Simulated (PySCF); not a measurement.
# Cl2GeH2S2 (Ge(SH)2Cl2): the cost of one run

The runs use PySCF 2.14.0, with density-fitted response routines of our own; the level of theory stands in each step. All values are computed, except where a source is named. Atoms count from 0, in the outputs and in this text.

## 1. Starting geometry

7 atoms, charge 0, multiplicity 1; geometry from: GFN2-xTB. The atoms were then displaced at random by about 0.03 Å, so the start is not that level's minimum.

Bonds of the start (Å): Ge0–S1 2.23, Ge0–S3 2.29, Ge0–Cl5 2.27, Ge0–Cl6 2.12, S1–H2 1.37, S3–H4 1.39.

## 2. Optimising the geometry at PBE0-D3(BJ)/def2-SVP

Job settings and geometry (Å):

```
{"job": {"xc": "PBE0", "basis": "def2-SVP", "d3": "d3bj", "grid": 1, "maxiter": 40, "shake": 0.03, "kind": "geom"}, "charge": 0, "multiplicity": 1}
Ge     0.011710    -0.075440    -0.021780
S     -0.076770    -0.003620     2.204570
H     -1.446940     0.066530     2.249320
S      2.158510    -0.026410    -0.818390
H      1.659010    -0.107070    -2.109190
Cl    -1.100470     1.743730    -0.790780
Cl    -1.113200    -1.699730    -0.782300
```

Launch:

```bash
> OMP_NUM_THREADS=1 python probes_run.py task.json out
```

One launch serves the whole session: the jobs run in the order shown.

Q: Estimate the wall time and peak memory of this first job on 1 thread of Arm Neoverse V2, shared host.

About 97 s, with a peak of 0.47 GiB.
